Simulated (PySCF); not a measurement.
# C3H13NO3Si2 ((OMe)3Si-NH-SiH3): the cost of one run

Computed with PySCF 2.14.0, with density-fitted response routines of our own, on a single molecule in the gas phase. Atoms are numbered from 0 throughout.

## Step 1: The molecule as given

22 atoms, charge 0, multiplicity 1; geometry from: GFN2-xTB. The atoms were then displaced at random by about 0.03 Å, so the start is not that level's minimum.

Bonds of the start (Å): Si0–O1 1.57, Si0–O3 1.71, Si0–O5 1.72, Si0–N7 1.70, O1–C2 1.44, C2–H9 1.10, C2–H10 1.07, C2–H11 1.07, O3–C4 1.32, C4–H12 1.13, C4–H13 1.11, C4–H14 1.09, O5–C6 1.38, C6–H15 1.11, C6–H16 1.12, C6–H17 1.08, N7–Si8 1.74, N7–H18 1.04, Si8–H19 1.49, Si8–H20 1.43, Si8–H21 1.49.

## Step 2: Optimising the geometry at PBE0-D3(BJ)/def2-SVP

What the job is given:

```
{"job": {"xc": "PBE0", "basis": "def2-SVP", "d3": "d3bj", "grid": 1, "maxiter": 40, "shake": 0.03, "kind": "geom"}, "charge": 0, "multiplicity": 1}
Si    -0.146430    -0.480320    -0.033550
O     -0.401300    -1.997590    -0.367760
C     -1.399240    -2.564330    -1.238870
O      0.411050     0.535240    -1.291550
C      1.580780     0.494450    -1.891810
O     -1.677390     0.212330     0.322760
C     -1.930130     1.527890     0.638190
N      1.014730    -0.403710     1.204350
Si     1.530220     0.956720     2.166410
H     -1.241180    -3.647790    -1.112840
H     -2.371400    -2.273550    -0.884580
H     -1.158280    -2.237950    -2.225370
H      1.545800     1.357620    -2.615010
H      2.305120     0.669650    -1.074990
H      1.761470    -0.468720    -2.363300
H     -1.455660     1.871590     1.583120
H     -3.033570     1.645180     0.760800
H     -1.661770     2.212210    -0.150410
H      1.141350    -1.347670     1.628840
H      1.515720     2.100290     1.207140
H      0.617020     1.289030     3.215150
H      2.889060     0.504390     2.566270
```

Launch:

```sh
> OMP_NUM_THREADS=2 python probes_run.py task.json out
```

The driver reads the jobs from task.json and runs them one after another.

**Question.** How long does this first job take on 2 threads of Intel Xeon 6975P-C, shared host, and how much memory does it need?

About 2.1 min, with a peak of 0.98 GiB.
